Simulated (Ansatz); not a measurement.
# Cl2H6N2OSi2: up Jacob's ladder to CCSD(T)

One table from this session's results is given with a row withheld; the runs are named, their logs left out.

Method: functionals in def2-TZVPP, the program's frozen cores in correlated methods; program: Ansatz 0.2.0, Gaussian basis.

Levels to be run: PBE-D4, r2SCAN-D4, PBE0-D4, B3LYP-D4, ωB97X-V, ωB97M-V, B2PLYP; CCSD(T)/def2-TZVPP; MP2/def2-QZVPP; extrapolation to the limit.

### Structure used throughout

An earlier PBE0-D4 in a triple-zeta def2 set relaxation fixed the geometry.

SMILES `N[SiH](O)[Si](N)(Cl)Cl`, 13 atoms, charge 0, spin multiplicity 1.

Atoms are counted from 1 here; the program's logs count them from 0.

Bond lengths: N1–Si2 1.700 Å, N1–H8 1.006 Å, N1–H9 1.006 Å, Si2–O3 1.654 Å, Si2–Si4 2.345 Å, Si2–H10 1.480 Å, O3–H11 0.959 Å, Si4–N5 1.701 Å, Si4–Cl6 2.069 Å, Si4–Cl7 2.067 Å, N5–H12 1.008 Å, N5–H13 1.008 Å. Angles: Si2–N1–H8 122.3°, Si2–N1–H9 123.9°, H8–N1–H9 112.9°, N1–Si2–O3 118.1°, N1–Si2–Si4 104.6°, N1–Si2–H10 109.7°, O3–Si2–Si4 107.8°, O3–Si2–H10 102.7°, Si4–Si2–H10 114.2°, Si2–O3–H11 117.0°, Si2–Si4–N5 109.9°, Si2–Si4–Cl6 110.5°, Si2–Si4–Cl7 111.0°, N5–Si4–Cl6 106.2°, N5–Si4–Cl7 114.1°, Cl6–Si4–Cl7 105.0°, Si4–N5–H12 118.7°, Si4–N5–H13 121.6° and more.

As a file:

```tsv
atom	x (Å)	y (Å)	z (Å)
N1	-0.2271	-0.4919	-2.1978
Si2	0.7893	-0.3136	-0.8472
O3	1.3093	-1.6814	-0.0771
Si4	-0.4735	0.9360	0.6830
N5	-0.2602	0.3153	2.2518
Cl6	-2.4922	0.7673	0.2638
Cl7	-0.0589	2.9541	0.5108
H8	-1.2301	-0.4708	-2.1219
H9	0.0910	-0.7911	-3.1038
H10	2.0567	0.3313	-1.2573
H11	0.6383	-2.2345	0.3280
H12	0.6638	0.0298	2.5373
H13	-0.8066	0.6495	3.0305
```

Set-up of the first run:

File in.yaml:

```yaml
crystal:
  periodic: [false, false, false]
  atoms:
    - {symbol: N, position_ang: [-0.227113, -0.491860, -2.197798]}
    - {symbol: Si, position_ang: [0.789335, -0.313602, -0.847164]}
    - {symbol: O, position_ang: [1.309340, -1.681432, -0.077117]}
    - {symbol: Si, position_ang: [-0.473501, 0.935996, 0.682997]}
    - {symbol: N, position_ang: [-0.260183, 0.315265, 2.251789]}
    - {symbol: Cl, position_ang: [-2.492151, 0.767262, 0.263780]}
    - {symbol: Cl, position_ang: [-0.058851, 2.954134, 0.510818]}
    - {symbol: H, position_ang: [-1.230100, -0.470808, -2.121892]}
    - {symbol: H, position_ang: [0.091031, -0.791063, -3.103834]}
    - {symbol: H, position_ang: [2.056698, 0.331342, -1.257307]}
    - {symbol: H, position_ang: [0.638286, -2.234454, 0.327981]}
    - {symbol: H, position_ang: [0.663838, 0.029754, 2.537296]}
    - {symbol: H, position_ang: [-0.806618, 0.649466, 3.030461]}
basis:
  gaussian: {orbitals: def2-TZVPP}
hamiltonian: {xc: pbe, dispersion: d4}
output: {forces: true, orbitals: {seedname: orbitals}}
```

Command:

```sh
$ ansatz run in.yaml --threads 2 --pin off --events-out ev --progress --plain --max-ram 32768MiB --backend cuda --devices 0, --max-vram 18GiB
```

Steps of the session up to this table: PBE-D4 (GGA); r2SCAN-D4 (meta-GGA); PBE0-D4 (hybrid); B3LYP-D4 (hybrid); ωB97X-V (range-separated); ωB97M-V (range-separated); B2PLYP (double hybrid); CCSD(T) in def2-TZVPP; MP2 in def2-QZVPP.

One table of the session follows, with a row left open; its other results are not shown here.

```
            method  atomisation energy (kJ/mol)
            PBE-D4                       4685.0
         r2SCAN-D4                       4608.5
           PBE0-D4                       4592.5
          B3LYP-D4                       4600.2
           ωB97X-V                       4645.9
           ωB97M-V                            ?
            B2PLYP                       4538.0
     HF/def2-TZVPP                       3195.8
    MP2/def2-TZVPP                       4559.2
   CCSD/def2-TZVPP                       4371.1
CCSD(T)/def2-TZVPP                       4451.5
           MP2/CBS                       4734.3
       CCSD(T)/CBS                       4626.5
```

Estimate the missing values for ωB97M-V.

The run gave: atomisation energy (kJ/mol): 4641.6. In the column «atomisation energy (kJ/mol)» it lies between CCSD(T)/CBS (4626.5) and ωB97X-V (4645.9).

Limits of these values: Free atoms (2 N, 2 Si, 1 O, 2 Cl, 6 H) were run apart at each level; the atomisation energy is their sum less the molecule, without zero-point or spin-orbit terms.
